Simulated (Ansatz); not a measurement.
# CH6ClMgN: the cost of one run

Method: UKS B3LYP-D4/def2-SVP, in Ansatz 0.2.0.

## (1) The structure to begin with

Bond lengths: Mg1–N2 2.476 Å, N2–C3 1.444 Å, Mg1–Cl4 2.147 Å, N2–H7 1.018 Å, C3–H8 1.095 Å, C3–H9 1.099 Å, C3–H10 1.097 Å. Angles: Mg1–N2–C3 120.4°, Mg1–N2–H7 127.7°, C3–N2–H7 109.0°, N2–Mg1–Cl4 149.7°, N2–C3–H8 108.5°, N2–C3–H9 112.0°, N2–C3–H10 111.7°, H8–C3–H9 108.8°, H8–C3–H10 108.1°, H9–C3–H10 107.7°.

Coordinates:

```xyz
10

Mg   -1.9381    0.7542   -0.2306
N     0.5155    0.4277   -0.1752
C     1.0742   -0.9034   -0.1329
Cl   -3.7996    0.6385   -1.2947
H    -0.0157    0.7914    1.0041
H    -0.7158    1.0066    1.6624
H     1.2373    1.0806   -0.4752
H     0.3488   -1.5691    0.3471
H     2.0156   -0.9372    0.4339
H     1.2777   -1.2893   -1.1389
```

## (2) A restrained relaxation towards end A

Springs on the bonds that form and break draw the guess towards this end; the thresholds are loose.

Input file input.yaml:

```yaml
crystal:
  periodic: [false, false, false]
  atoms:
    - { symbol: Mg, position_ang: [-1.9381, 0.7542, -0.2306] }
    - { symbol: "N", position_ang: [0.5155, 0.4277, -0.1752] }
    - { symbol: C, position_ang: [1.0742, -0.9034, -0.1329] }
    - { symbol: Cl, position_ang: [-3.7996, 0.6385, -1.2947] }
    - { symbol: H, position_ang: [-0.0157, 0.7914, 1.0041] }
    - { symbol: H, position_ang: [-0.7158, 1.0066, 1.6624] }
    - { symbol: H, position_ang: [1.2373, 1.0806, -0.4752] }
    - { symbol: H, position_ang: [0.3488, -1.5691, 0.3471] }
    - { symbol: H, position_ang: [2.0156, -0.9372, 0.4339] }
    - { symbol: H, position_ang: [1.2777, -1.2893, -1.1389] }
magnetization:
  spin_polarized: true
basis:
  gaussian: { orbitals: def2-SVP }
hamiltonian:
  xc: b3lyp
  dispersion: d4
relax:
  f_tol: 0.15
  max_steps: 25
  restrain:
    - { distance: [0, 5], at: 3.02, k: 30.0 }
    - { distance: [4, 1], at: 2.32, k: 30.0 }
    - { distance: [0, 1], at: 2.12, k: 30.0 }
    - { distance: [4, 5], at: 0.62, k: 30.0 }
```

Launch:

```bash
> ansatz run input.yaml --threads 2 --pin off --max-ram 3072MiB --backend cpu --events-out ev --progress --plain --runs-dir out
```

Q: Estimate wall time and peak memory on 2 threads of Intel Xeon Platinum 8488C (Sapphire Rapids), shared host.

About 54 s, with a peak of 0.29 GiB.
